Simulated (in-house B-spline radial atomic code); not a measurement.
**Ba⁴⁺: ionisation energy by several methods**

Aim: the ionisation energy of Ba⁴⁺ by several methods, each as the difference of two self-consistent energies (Ba⁴⁺ and the next ion, [Kr] 4d10 5s2 5p3).

Method: Dirac-Coulomb, several functionals; spherical all-electron atom at the radial basis limit. Code: in-house B-spline radial atomic code version 1.

## 1. What is computed

- element: barium (Z = 56)
- charge: +4
- electrons: 52
- configuration: [Kr] 4d10 5s2 5p4
- nucleus: Fermi, rms radius 4.838 fm

Outer shells as boxes (Hund's rule):

[Kr] 4d10 5s2 5p4
```
[Kr] core
4d [↑↓][↑↓][↑↓][↑↓][↑↓]
5s [↑↓]
5p [↑↓][↑ ][↑ ]
```

The boxes only draw the filling; these runs are spin-restricted and spherical.

## 2. PBEsol, a GGA

Settings of the run:

```ini
Z = 56
electrons = 52.0
configuration = [Kr] 4d10 5s2 5p4
hamiltonian = dirac
method = pbesol
spin_polarised = False
nucleus = fermi
rms_radius = 4.8378
mass_number = 138
atomic_mass = 137.905247059
speed_of_light = 137.035999084
```

## 3. LDA (PW92)

The settings differ from step 2 so:

```diff
@@ -4,3 +4,3 @@
 hamiltonian = dirac
-method = pbesol
+method = lda,pw
 spin_polarised = False
```

## 4. PBE, a GGA

The settings differ from step 3 so:

```diff
@@ -4,3 +4,3 @@
 hamiltonian = dirac
-method = lda,pw
+method = pbe,pbe
 spin_polarised = False
```

## 5. BP86, a GGA

The settings differ from step 4 so:

```diff
@@ -4,3 +4,3 @@
 hamiltonian = dirac
-method = pbe,pbe
+method = b88,p86
 spin_polarised = False
```

## 6. relativistic LDA

The settings differ from step 5 so:

```diff
@@ -4,3 +4,3 @@
 hamiltonian = dirac
-method = b88,p86
+method = lda_x_rel,vwn
 spin_polarised = False
```

## 7. PW91, a GGA

The settings differ from step 6 so:

```diff
@@ -4,3 +4,3 @@
 hamiltonian = dirac
-method = lda_x_rel,vwn
+method = pw91,pw91
 spin_polarised = False
```

Q: The tabulated ionisation energy is 58 ± 1.9 eV (tabulated theoretical; NIST Atomic Spectra Database). What does each method give, and which comes nearest?

**Answer**, as computed:

| method | rung | total energy (hartree) | ΔSCF (eV) | −ε highest (eV) | ΔSCF less tabulated (eV) |
| --- | --- | --- | --- | --- | --- |
| LDA (PW92) | LDA | -8129.0329 | 60.430 | 53.421 (5p3/2) | +2.430 |
| relativistic LDA | LDA | -8116.8218 | 60.401 | 53.402 (5p3/2) | +2.401 |
| PBEsol | GGA | -8132.1138 | 60.206 | 53.233 (5p3/2) | +2.206 |
| PBE | GGA | -8135.3196 | 60.141 | 53.187 (5p3/2) | +2.141 |
| BP86 | GGA | -8136.6288 | 60.296 | 53.323 (5p3/2) | +2.296 |
| PW91 | GGA | -8136.3837 | 60.239 | 53.271 (5p3/2) | +2.239 |

The tabulated ionisation energy is 58 ± 1.9 eV (tabulated theoretical; NIST Atomic Spectra Database). PBE comes nearest (+2.141 eV) and LDA (PW92) is farthest (+2.430 eV, 4.2 %). All methods miss on the same side by much the same amount, which points to something that they share. Open shells are averaged (over orientations, and over spins where the run is restricted), while tables refer to the lowest levels. For the semilocal functionals minus the highest level recovers only 88 % of their own ΔSCF value, a mark of self-interaction.

Members of this set that are not shown: 8 used exact exchange with fractional occupations of an open shell, which is unsound here.
